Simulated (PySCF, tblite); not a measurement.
**C7H16N2: geometry, infrared bands and NMR shifts**

Wanted: the infrared bands and NMR shifts of C7H16N2 (`CC(C)N1NCC[C@H]1C`), by calculation.

The runs use tblite 0.8.0 and PySCF 2.14.0, with density-fitted response routines of our own; the level of theory stands in each step. All values are computed, except where a source is named. Atoms count from 0, in the outputs and in this text.

**1. The starting structure**

25 atoms, charge 0, multiplicity 1; geometry from: force field or distance geometry start.

Bonds of the start (Å): C0–C1 1.49, C1–C2 1.55, C1–N3 1.43, N3–N4 1.41, N4–C5 1.45, C5–C6 1.51, C6–C7 1.54, C7–C8 1.49, C7–N3 1.41, C0–H9 1.12, C0–H10 1.10, C0–H11 1.12, C1–H12 1.09, C2–H13 1.12, C2–H14 1.10, C2–H15 1.10, N4–H16 1.04, C5–H17 1.11, C5–H18 1.11, C6–H19 1.12, C6–H20 1.08, C7–H21 1.11, C8–H22 1.11, C8–H23 1.13, C8–H24 1.14.

**2. Relaxing the molecule with GFN2-xTB**

Job settings and geometry (Å):

```
{"job": {"kind": "relax", "xc": "GFN2-xTB", "basis": "xTB"}, "charge": 0, "multiplicity": 1}
C      2.106300     0.997700     0.202900
C      1.335100    -0.262500    -0.015900
C      2.105700    -1.372900     0.747800
N     -0.039000    -0.239900     0.387000
N     -0.543400    -1.530100     0.121800
C     -1.739500    -1.381000    -0.676500
C     -2.215000    -0.024000    -0.203400
C     -0.863500     0.714300    -0.249300
C     -1.094500     1.995400     0.468400
H      3.150500     0.720100     0.480900
H      1.673500     1.667800     0.954900
H      2.180000     1.546200    -0.766100
H      1.370100    -0.571200    -1.065900
H      2.864100    -0.880800     1.414300
H      2.676100    -2.011600     0.050500
H      1.443100    -1.962000     1.399300
H     -0.684900    -2.040700     1.017400
H     -2.432000    -2.205800    -0.418900
H     -1.547800    -1.310600    -1.763500
H     -2.467900    -0.140300     0.885200
H     -2.975200     0.445400    -0.813900
H     -0.568100     0.856900    -1.306500
H     -0.339800     2.786700     0.306400
H     -1.328100     1.825700     1.560700
H     -2.076900     2.401300     0.070000
```

Run with:

```console
$ OMP_NUM_THREADS=1 python probes_run.py task.json out
```

This one command runs all jobs of the session in turn.

**Question.** This job is followed by: GFN2-xTB harmonic vibrations, gas phase; GIAO PBE0/pcSseg-1 NMR shielding, non-relativistic, gas phase. What will the session give for the following? strongest single infrared mode (GFN2-xTB); zero-point energy (GFN2-xTB); 13C shifts against TMS (PBE0/pcSseg-1); 1H shifts against TMS (PBE0/pcSseg-1, means over atoms taken as alike); 15N shifts against NH3 (PBE0/pcSseg-1).

**Answer**, as computed:

```
                                                              quantity                                                           value
                             strongest single infrared mode (GFN2-xTB)                                           2771 cm⁻¹, 106 km/mol
                                          zero-point energy (GFN2-xTB)                                                  141.7 kcal/mol
                                13C shifts against TMS (PBE0/pcSseg-1)                    62.3, 57.6, 49.6, 43.6, 27.0, 25.5, 25.4 ppm
1H shifts against TMS (PBE0/pcSseg-1, means over atoms taken as alike)  3.24, 2.98, 2.83, 2.74, 2.64, 2.36, 1.33, 1.29, 1.16, 1.02 ppm
                                15N shifts against NH3 (PBE0/pcSseg-1)                                                141.1, 115.7 ppm
```

What this shows: Over 123 steps the energy fell by 1.125 eV; of the close pairs, N3–C7 changed most, 1.413 to 1.476 Å. No mode is imaginary among the 69: a minimum at this level. The strongest single mode, at 2771 cm⁻¹, moves mainly H12. GFN2-xTB is a fitted tight-binding method: band positions and strengths are rough. Its intensities can rank the bands wrongly. At PBE0/pcSseg-1: Shielding is most anisotropic at N4 (span 143 ppm, paramagnetic term -166 ppm).
